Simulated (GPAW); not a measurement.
# MoSe (Pm-3m) in GPAW: convergence with convergence criteria

Aim: find how far convergence criteria must go before the results for MoSe settle, at PBE. This setting moves, with any that are tied to it; all else stays.

All numbers are computed with GPAW 26.7.0; they aren't measurements. Logs are shortened: lines on timing, memory, paths and dates and some standing lists are left out, and cuts for length are marked. The log counts tension as positive stress, the text compression.

**1. Starting point**

It takes space group Pm-3m (No. 221, cubic). The conventional cell has a = 3.500 Å, b = 3.500 Å, c = 3.500 Å, α = 90.00°, β = 90.00°, γ = 90.00°. Mo (site symmetry m-3m) has 8 Se at 3.03 Å as nearest neighbours. Around Se (site symmetry m-3m) lie 8 Mo at 3.03 Å.

The cell was built by a generator and needn't be a form met in nature.

**2. With convergence criteria density=0.001 energy=0.01 eigenstates=0.0001**

File run.py:

```python
from ase.dft.bandgap import bandgap
from ase.io import read, write
from ase.units import GPa
from gpaw import GPAW, PW

atoms = read('POSCAR')

calc = GPAW(mode=PW(600),
            xc='PBE',
            kpts={'size': (8, 8, 8), 'gamma': True},
            occupations={'name': 'fermi-dirac', 'width': 0.05},
            nbands=20,
            convergence={'density': 0.001, 'energy': 0.01, 'eigenstates': 0.0001},
            maxiter=100,
            txt='gpaw.txt')
atoms.calc = calc
energy = atoms.get_potential_energy()
forces = atoms.get_forces()
stress = atoms.get_stress()
calc.write('gs.gpw')
write('result.traj', atoms)
print(f'Energy: {energy:.6f} eV')
print('Forces (eV/A):')
print(forces.round(4))
print('Stress (GPa):', (stress / GPa).round(3))
print('Fermi level:', round(calc.get_fermi_level(), 4), 'eV')
print(f'Gap: {bandgap(calc)[0]:.4f} eV, direct: {bandgap(calc, direct=True)[0]:.4f} eV')
```

File POSCAR:

```
MoSe
1.0
    3.5002295900      0.0000000000      0.0000000000
    0.0000000000      3.5002295900      0.0000000000
    0.0000000000      0.0000000000      3.5002295900
Mo Se
1 1
Direct
    0.0000000000      0.0000000000      0.0000000000
    0.5000000000      0.5000000000      0.5000000000
```

Potentials or basis: GPAW PAW data sets (gpaw-data 1.2.1), pw.

Run with:

```
> OMP_NUM_THREADS=1 python run.py
```

Run time: 6 s. Hardware: 1 thread of Intel Xeon 6975P-C (Granite Rapids), shared host; peak memory 0.16 GiB.

Results:

```yaml
Free_energy: -13.2528 eV
Pressure: -26.0 GPa
Band_gap_on_the_k_mesh: none (metal or under the smearing width)
```

**3. With convergence criteria default**

Changes to run.py since step 2:

```diff
@@ -12,3 +12,2 @@
             nbands=20,
-            convergence={'density': 0.001, 'energy': 0.01, 'eigenstates': 0.0001},
             maxiter=100,
```

POSCAR is that of step 2.

Potentials or basis: GPAW PAW data sets (gpaw-data 1.2.1), pw.

Run with:

```
> OMP_NUM_THREADS=1 python run.py
```

Run time: 7.5 s. Hardware: 1 thread of Intel Xeon 6975P-C (Granite Rapids), shared host; peak memory 0.16 GiB.

Results (log left out):

```
Free energy            : -13.2528 eV
Pressure               : -26.0 GPa
Band gap on the k mesh : none (metal or under the smearing width)
```

**4. With convergence criteria density=1e-05 energy=1e-05**

Changes to run.py since step 3:

```diff
@@ -12,2 +12,3 @@
             nbands=20,
+            convergence={'density': 1e-05, 'energy': 1e-05},
             maxiter=100,
```

POSCAR is that of step 3.

Run with:

```
> OMP_NUM_THREADS=1 python run.py
```

Run time: 7.7 s. Hardware: 1 thread of Intel Xeon 6975P-C (Granite Rapids), shared host; peak memory 0.16 GiB.

The run converged. Its results:

```
Free energy            : -13.2528 eV
Pressure               : -26.0 GPa
Band gap on the k mesh : none (metal or under the smearing width)
```

**5. With convergence criteria density=1e-05 forces=0.0001**

Changes to run.py since step 4:

```diff
@@ -12,3 +12,3 @@
             nbands=20,
-            convergence={'density': 1e-05, 'energy': 1e-05},
+            convergence={'density': 1e-05, 'forces': 0.0001},
             maxiter=100,
```

POSCAR is that of step 4.

Run with:

```
> OMP_NUM_THREADS=1 python run.py
```

Wall time 8.2 s (1 thread of Intel Xeon 6975P-C (Granite Rapids), shared host); peak memory 0.16 GiB.

It converged, with:

```
Free energy            : -13.2528 eV
Pressure               : -26.0 GPa
Band gap on the k mesh : none (metal or under the smearing width)
```

**6. With convergence criteria density=1e-06 energy=1e-06 eigenstates=1e-10**

Changes to run.py since step 5:

```diff
@@ -12,3 +12,3 @@
             nbands=20,
-            convergence={'density': 1e-05, 'forces': 0.0001},
+            convergence={'density': 1e-06, 'energy': 1e-06, 'eigenstates': 1e-10},
             maxiter=100,
```

POSCAR is that of step 5.

Potentials or basis: GPAW PAW data sets (gpaw-data 1.2.1), pw.

Run with:

```
> OMP_NUM_THREADS=1 python run.py
```

gpaw.txt:

```text
__  _  _
 | _ |_)|_||  |
 |__||  | ||/\| - 26.7.0

Input parameters:
  mode=PW(ecut=600.0),
  convergence={'density': 1e-06, 'energy': 1e-06, 'eigenstates': 1e-10},
  kpts=MonkhorstPack(size=(8, 8, 8), gamma=True),
  maxiter=100,
  nbands=20,
  occupations=Occupations(name='fermi-dirac', width=0.05),
  xc=XC(name='PBE')

Diagonalizing LCAO Hamiltonian
Converting LCAO to pw mode
   .--------.
  /|        |
 * |        |
 | |   Se   |
 | .--------.
 |/        /
 Mo-------*

Atoms  # Å, Bohr magnetons
|   | symbol |        x |        y |        z |    initial magnetic moments |
|---|--------|----------|----------|----------|-----------------------------|
| 0 |     Mo | 0.000000 | 0.000000 | 0.000000 | ( 0.0000,  0.0000,  0.0000) |
| 1 |     Se | 1.750115 | 1.750115 | 1.750115 | ( 0.0000,  0.0000,  0.0000) |

Unit cell  # Å
| periodic |        x |        y |        z |  lengths |    angles |
|----------|----------|----------|----------|----------|-----------|
|      yes | 3.500230 | 0.000000 | 0.000000 | 3.500230 | 90.000000 |
|      yes | 0.000000 | 3.500230 | 0.000000 | 3.500230 | 90.000000 |
|      yes | 0.000000 | 0.000000 | 3.500230 | 3.500230 | 90.000000 |

Number of symmetries: 48
Symmetry operations  # r_c * U_cc + t_c -> r_c
|    | kind |            matrix            |
|----|------|------------------------------|
|  0 |  E   |  1, 0, 0,  0, 1, 0,  0, 0, 1 |
|  1 |  σ   |  1, 0, 0,  0, 1, 0,  0, 0,-1 |
|  2 |  σ   |  1, 0, 0,  0, 0, 1,  0, 1, 0 |
|  3 |  C4  |  1, 0, 0,  0, 0, 1,  0,-1, 0 |
|  4 |  C4  |  1, 0, 0,  0, 0,-1,  0, 1, 0 |
|  5 |  σ   |  1, 0, 0,  0, 0,-1,  0,-1, 0 |
|  6 |  σ   |  1, 0, 0,  0,-1, 0,  0, 0, 1 |
|  7 |  C2  |  1, 0, 0,  0,-1, 0,  0, 0,-1 |
|  8 |  σ   |  0, 1, 0,  1, 0, 0,  0, 0, 1 |
|  9 |  C2  |  0, 1, 0,  1, 0, 0,  0, 0,-1 |
| 10 |  C3  |  0, 1, 0,  0, 0, 1,  1, 0, 0 |
| 11 |  S6  |  0, 1, 0,  0, 0, 1, -1, 0, 0 |
| 12 |  S6  |  0, 1, 0,  0, 0,-1,  1, 0, 0 |
| 13 |  C3  |  0, 1, 0,  0, 0,-1, -1, 0, 0 |
| 14 |  C4  |  0, 1, 0, -1, 0, 0,  0, 0, 1 |
| 15 |  S4  |  0, 1, 0, -1, 0, 0,  0, 0,-1 |
| 16 |  C3  |  0, 0, 1,  1, 0, 0,  0, 1, 0 |
| 17 |  S6  |  0, 0, 1,  1, 0, 0,  0,-1, 0 |
| 18 |  σ   |  0, 0, 1,  0, 1, 0,  1, 0, 0 |
| 19 |  C4  |  0, 0, 1,  0, 1, 0, -1, 0, 0 |
| 20 |  C2  |  0, 0, 1,  0,-1, 0,  1, 0, 0 |
| 21 |  S4  |  0, 0, 1,  0,-1, 0, -1, 0, 0 |
| 22 |  S6  |  0, 0, 1, -1, 0, 0,  0, 1, 0 |
| 23 |  C3  |  0, 0, 1, -1, 0, 0,  0,-1, 0 |
| 24 |  S6  |  0, 0,-1,  1, 0, 0,  0, 1, 0 |
| 25 |  C3  |  0, 0,-1,  1, 0, 0,  0,-1, 0 |
| 26 |  C4  |  0, 0,-1,  0, 1, 0,  1, 0, 0 |
| 27 |  σ   |  0, 0,-1,  0, 1, 0, -1, 0, 0 |
| 28 |  S4  |  0, 0,-1,  0,-1, 0,  1, 0, 0 |
| 29 |  C2  |  0, 0,-1,  0,-1, 0, -1, 0, 0 |
| 30 |  C3  |  0, 0,-1, -1, 0, 0,  0, 1, 0 |
| 31 |  S6  |  0, 0,-1, -1, 0, 0,  0,-1, 0 |
| 32 |  C4  |  0,-1, 0,  1, 0, 0,  0, 0, 1 |
| 33 |  S4  |  0,-1, 0,  1, 0, 0,  0, 0,-1 |
| 34 |  S6  |  0,-1, 0,  0, 0, 1,  1, 0, 0 |
| 35 |  C3  |  0,-1, 0,  0, 0, 1, -1, 0, 0 |
| 36 |  C3  |  0,-1, 0,  0, 0,-1,  1, 0, 0 |
| 37 |  S6  |  0,-1, 0,  0, 0,-1, -1, 0, 0 |
| 38 |  σ   |  0,-1, 0, -1, 0, 0,  0, 0, 1 |
| 39 |  C2  |  0,-1, 0, -1, 0, 0,  0, 0,-1 |
| 40 |  σ   | -1, 0, 0,  0, 1, 0,  0, 0, 1 |
| 41 |  C2  | -1, 0, 0,  0, 1, 0,  0, 0,-1 |
| 42 |  C2  | -1, 0, 0,  0, 0, 1,  0, 1, 0 |
| 43 |  S4  | -1, 0, 0,  0, 0, 1,  0,-1, 0 |
| 44 |  S4  | -1, 0, 0,  0, 0,-1,  0, 1, 0 |
| 45 |  C2  | -1, 0, 0,  0, 0,-1,  0,-1, 0 |
| 46 |  C2  | -1, 0, 0,  0,-1, 0,  0, 0, 1 |
| 47 |  i   | -1, 0, 0,  0,-1, 0,  0, 0,-1 |

BZ-sampling:
  Number of BZ points: 512
  Number of IBZ points: 35

  Monkhorst-Pack size: [8, 8, 8]
  Monkhorst-Pack shift: [0.0625, 0.0625, 0.0625]

K-points  # in reciprocal-cell coordinates
|     |                                coordinates |     weight |
|-----|--------------------------------------------|------------|
|   0 | (  0.00000000,   0.00000000,   0.00000000) | 0.00195312 |
|   1 | (  0.12500000,   0.00000000,   0.00000000) | 0.01171875 |
|   2 | (  0.12500000,   0.12500000,   0.00000000) | 0.02343750 |
|   3 | (  0.12500000,   0.12500000,   0.12500000) | 0.01562500 |
|   4 | (  0.25000000,   0.00000000,   0.00000000) | 0.01171875 |
|   5 | (  0.25000000,   0.12500000,   0.00000000) | 0.04687500 |
|   6 | (  0.25000000,   0.12500000,   0.12500000) | 0.04687500 |
|   7 | (  0.25000000,   0.25000000,   0.00000000) | 0.02343750 |
|   8 | (  0.25000000,   0.25000000,   0.12500000) | 0.04687500 |
|   9 | (  0.25000000,   0.25000000,   0.25000000) | 0.01562500 |
| ... |                                            |            |
|  34 | (  0.50000000,   0.50000000,   0.50000000) | 0.00195312 |

Plane wave coefficients: 1472
Cutoff: 600.0 eV

Spin-components: 1 (collinear spins)
Bands:           20
Projectors:      11
Spin-degeneracy: 2
Datatype:        complex128

Parallelization:
  kpt:    1
  domain: 1
  band:   1

Density:
  Valence electrons: 20.0
  Components: 1
  Grid points: [20 20 20]
  Charge: 0.0  # |e|

Potential:
  Grid points: [20 20 20]

species:
  Mo:
    name:    Molybdenum
    Z:       42.0
    valence: 14
    core:    28
    charge:  0.0  # [|e|]
    compensation charges:
      type: gauss
      rc: 0.38  # [Å]
      lmax: 2
    cutoffs:
      filter: 2.16  # [Å]
      core: 1.42  # [Å]
    projectors
    | kind |    occ | energy [eV] | rcut [Å] |
    |------|--------|-------------|----------|
    |   4s |  2.000 |     -64.307 |    1.238 |
    |   5s |  1.000 |      -4.084 |    1.238 |
    |   4p |  6.000 |     -38.491 |    1.296 |
    |   5p |  0.000 |      -1.044 |    1.296 |
    |   4d |  5.000 |      -3.754 |    1.296 |
    |    d |        |      23.458 |    1.296 |

    Using partial waves for Mo as LCAO basis

  Se:
    name:    Selenium
    Z:       34.0
    valence: 6
    core:    28
    charge:  0.0  # [|e|]
    compensation charges:
      type: gauss
      rc: 0.27  # [Å]
      lmax: 2
    cutoffs:
      filter: 1.77  # [Å]
      core: 2.67  # [Å]
    projectors
    | kind |    occ | energy [eV] | rcut [Å] |
    |------|--------|-------------|----------|
    |   4s |  2.000 |     -17.277 |    0.847 |
    |   4p |  4.000 |      -6.512 |    1.005 |
    |    s |        |       9.935 |    0.847 |
    |    p |        |      20.699 |    1.005 |
    |    d |        |       0.000 |    0.847 |

    Using partial waves for Se as LCAO basis

Reference energy: -176237.604762  # eV

eigensolver:
  PPCG
  Converge bands: occupied
  niter=2

density mixing:
  MSR1-Mixer
  Pratt-step length: 0.05
  Maximum mixing coefficient: 0.75
  Old densities: 10
  SVD Regularization: 0.005
  Good broyden scale: 1.0
  Trust region scale: 1.0
  Backstep threshold: 4.0
  History deletion threshold: 6.0
  Fourier metric: weight=20.0, sigma=0.015

occupation numbers:
  Fermi-Dirac:
    width: 0.0500  # eV

poisson solver:
  ecut: 4800.0  # eV

xc functional:
  name: PBE with 2 nearest neighbor stencil

convergence criteria:
- Maximum integral of absolute [dens]ity change: 1e-06 electrons / valence electron
- Maximum [total energy] change in last 3 cyles: 1e-06 eV / valence electron
- Maximum integral of absolute [eigenst]ate change: 1e-10 eV^2 / valence electron
maximum number of iterations: 100

SCF iterations
|iter     | |      energy | eigst |  dens |
|---------|-|-------------|-------|-------|
|iter:   1| |  -14.017631 | +0.15 |       |
|iter:   2| |  -13.747137 | -1.97 | -1.06 |
|iter:   3| |  -13.247409 | -1.44 | -1.14 |
|iter:   4| |  -13.237999 | -2.90 | -1.68 |
|iter:   5| |  -13.237658 | -3.11 | -1.93 |
|iter:   6| |  -13.238298 | -4.12 | -2.35 |
|iter:   7| |  -13.238248 | -5.32 | -3.07 |
|iter:   8| |  -13.238248 | -6.81 | -3.98 |
|iter:   9| |  -13.238248c| -8.01 | -4.52 |
|iter:  10| |  -13.238248c|-10.07c| -5.70 |
|iter:  11| |  -13.238248c|-10.24c| -6.05c|

Converged in 11 steps
Energy contributions relative to reference atoms: (reference = -176237.604762)

Energy contributions:
  Kinetic:         -31.531280
  Coulomb:          23.657975
  Zero:             -0.367305
  External:          0.000000
  Xc:               -4.983134
  Entropy:          -0.029008
  Spinorbit:         0.000000
  ----------------------------
  Free energy:     -13.252752
  Extrapolated:    -13.238248

dipole moment: (-12.980636, -12.980636, -12.980636)  # |e|*Ang

Fermi level: 8.437
Eigenvalues  # (at kpt = [0.000, 0.000, 0.000])
| band index |      eig [eV] | occ [0-2] |
|------------|---------------|-----------|
|          0 |       -52.868 |     2.000 |
|        ... |               |           |
|          2 |       -26.913 |     2.000 |
|          3 |       -26.913 |     2.000 |
|          4 |        -5.949 |     2.000 |
|          5 |         6.340 |     2.000 |
|          6 |         6.340 |     2.000 |
|          7 |         6.812 |     2.000 |
[... 8 lines left out ...]
|         16 |        22.223 |     0.000 |
|         17 |        22.223 |     0.000 |
|        ... |               |           |
|         19 |        24.090 |     0.000 |

No gap
No difference between direct/indirect transitions

Forces  # eV/Ang
|       x |       y |       z |
|---------|---------|---------|
| 0.00000 | 0.00000 | 0.00000 |  # Mo   0
| 0.00000 | 0.00000 | 0.00000 |  # Se   1

Stress tensor  # eV/Ang^3
|        x |        y |        z |
|----------|----------|----------|
| 0.162438 | 0.000000 | 0.000000 |
| 0.000000 | 0.162438 | 0.000000 |
| 0.000000 | 0.000000 | 0.162438 |

# Writing to gs.gpw (mode='')
```

Wall time 8.3 s (1 thread of Intel Xeon 6975P-C (Granite Rapids), shared host); peak memory 0.16 GiB.

What came out:

| Item | Value |
| --- | --- |
| Free energy | -13.2528 eV |
| Pressure | -26.0 GPa |
| Band gap on the k mesh | none (metal or under the smearing width) |

**7. The series at a glance**

| convergence criteria | energy less the tightest run, at zero smearing (meV/atom) | SCF cycles | CPU time (s) | peak memory (GiB) |
| --- | --- | --- | --- | --- |
| density=0.001 energy=0.01 eigenstates=0.0001 | 0.00 | 7 | 6 | 0.16 |
| default | 0.00 | 9 | 7.5 | 0.16 |
| density=1e-05 energy=1e-05 | 0.00 | 10 | 7.7 | 0.16 |
| density=1e-05 forces=0.0001 | 0.00 | 11 | 8.2 | 0.16 |
| density=1e-06 energy=1e-06 eigenstates=1e-10 | 0.00 | 11 | 8.3 | 0.16 |

Against the tightest run, the energy stays within 1 meV/atom from density=0.001 energy=0.01 eigenstates=0.0001 on. The tightest run that finished is the yardstick and may itself not be fully converged.

Caveats: so large a pressure means that the cell lies far from this level's equilibrium, or that cutoff or potentials fall short.
